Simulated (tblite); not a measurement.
# C6H12GeSi: the cost of one run

Computed with tblite 0.8.0 and PySCF 2.14.0, with density-fitted response routines of our own, on a single molecule in the gas phase. Atoms are numbered from 0 throughout.

**1. Starting geometry**

20 atoms, charge 0, multiplicity 1; geometry from: force field or distance geometry start.

Bonds of the start (Å): C0–C1 1.36, C1–Ge2 1.88, Ge2–C3 1.93, Ge2–C4 1.96, C4–C5 1.30, C5–Si6 1.79, Si6–C7 1.83, C7–C4 1.44, C0–H8 1.08, C0–H9 1.09, C1–H10 1.08, Ge2–H11 1.53, C3–H12 1.10, C3–H13 1.11, C3–H14 1.10, C5–H15 1.12, Si6–H16 1.47, Si6–H17 1.47, C7–H18 1.13, C7–H19 1.13.

**2. Optimising the geometry with GFN2-xTB**

Job settings and geometry (Å):

```
{"job": {"kind": "relax", "xc": "GFN2-xTB", "basis": "xTB"}, "charge": 0, "multiplicity": 1}
C      2.344700    -2.162100    -0.276800
C      1.442600    -1.458100    -1.003000
Ge     1.071100     0.317300    -0.516400
C      1.933100     0.942200     1.089800
C     -0.878700     0.435000    -0.314600
C     -1.845700     0.553700    -1.172200
Si    -3.269500     0.582900    -0.083900
C     -1.715500     0.422300     0.860500
H      2.598300    -3.191300    -0.505400
H      2.786300    -1.627300     0.566400
H      0.987400    -1.984300    -1.829200
H      1.426000     1.262100    -1.667200
H      2.821500     1.529100     0.807400
H      1.241500     1.654500     1.590400
H      2.188400     0.126900     1.775900
H     -1.793600     0.624000    -2.284600
H     -4.164200    -0.579400    -0.113500
H     -3.967600     1.873300     0.001600
H     -1.705500    -0.543000     1.456300
H     -1.505700     1.232900     1.615600
```

Launch:

```
> OMP_NUM_THREADS=1 python probes_run.py task.json out
```

The driver reads the jobs from task.json and runs them one after another.

**Question.** How long does this first job take on 1 thread of Arm Neoverse N1, shared host?

About 2.3 s.
